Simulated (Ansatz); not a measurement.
# Pt: a line through a two-coordinate scan

One table from this session's results is given with a row withheld; the runs are named, their logs left out.

Method: DFT LDA, scalar-relativistic, plane waves, PAW, in Ansatz 0.2.0.

24 further runs of the same task are left out: 24 set aside as unsound or not needed.

### The system as given

The structure is cubic, space group Im-3m (No. 229). The conventional cell has a = 3.101 Å, b = 3.101 Å, c = 3.101 Å, α = 90.00°, β = 90.00°, γ = 90.00°. Pt (site symmetry m-3m) has 8 Pt at 2.69 Å as nearest neighbours.

Coordinates:

```
CELL_PARAMETERS angstrom
-1.55058 1.55058 1.55058
1.55058 -1.55058 1.55058
1.55058 1.55058 -1.55058
ATOMIC_POSITIONS crystal
Pt 0.00000 0.00000 0.00000
```

It goes back to an entry of the Materials Project, which need not be the stable form.

This cell was relaxed beforehand with the same method: volume 14.91 Å³/atom, gap on the mesh none (metal).

### The scan

The energy is mapped over volume and the cell's shape.

The axes are (1) volume per atom: 7 values from 13.12 to 16.70 Å³; (2) length along [111] over the lengths across it, relative to the cubic cell: 9 values from 0.452 to 2.211.

Nothing else is relaxed (symmetry fixes all fractional coordinates). Energies count from the relaxed crystal. Points are written as (first, second).

Set-up of the first run:

input.yaml

```yaml
crystal:
  lattice:
    - [-1.8811514386, 1.510857166, 1.510857166]
    - [1.510857166, -1.8811514386, 1.510857166]
    - [1.510857166, 1.510857166, -1.8811514386]
  atoms:
    - { symbol: Pt, position: [0.0, 0.0, 0.0] }
basis:
  ecutwfc: 420
kpoints:
  mp_grid: { grid: [22, 22, 22] }
hamiltonian:
  xc: lda
  pseudopotentials: { kind: paw, azcp: { folder: soft_1 } }
scf:
  occupations: { method: gaussian, width: 0.15 }
output:
  forces: true
  stress: true
  eigenvalues: true
  write_density: true
  write_potential: true
  elf: true
  volumetric_format: npy
```

Command:

```
ansatz run input.yaml --threads 1 --pin off --max-ram 2048MiB --backend cpu --events-out ev --progress --plain --runs-dir out
```

Among the steps run: Point (13.12 Å³, 0.672); The run at (13.72 Å³, 0.672); The run at (15.51 Å³, 0.672); Point (16.11 Å³, 0.672); Point (16.70 Å³, 0.672).

One table of the session follows, with a row left open; its other results are not shown here.

```
volume per atom (Å³)  energy (meV/atom)  slope (meV/atom per Å³)  pressure (GPa)
               13.12               4568                    −1233             198
               13.72               3908                     −989             158
               14.32                  ?                        ?               ?
               14.91               2958                     −627             100
               15.51               2626                     −493              79
               16.11               2366                     −382              61
               16.70               2166                     −291              47
```

Q: Estimate the row for volume per atom (Å³) = 14.32 from the others.

Worked estimate for «energy (meV/atom)». A straight line through the neighbours (13.72, 3908) and (14.91, 2958) gives 3908 + (2958 − 3908) × (14.32 − 13.72) / (14.91 − 13.72) = 3429; a parabola fitted to 4 rows on both sides gives 3375.

The run gave: energy (meV/atom): 3379; slope (meV/atom per Å³): −790; pressure (GPa): 127. In «energy (meV/atom)» the line misses by +50 and the parabola by -4.

Energies count from the relaxed crystal. Rows without a step come from runs not printed here or follow by symmetry. Slopes come from the forces (and the stress, where the cell changes), not from differences of energies.

In words: The energy is lowest at the end of the line, 16.70 Å³, so the minimum along this coordinate may lie outside the range. The highest point computed, at 13.12 Å³, lies 2402 meV/atom above the lowest. This is one cut through a surface in two coordinates; the map's lowest point lies off it. Spin-orbit coupling is left out for Pt.

To keep in mind: Warnings in the runs' records: pseudo functional mismatch.
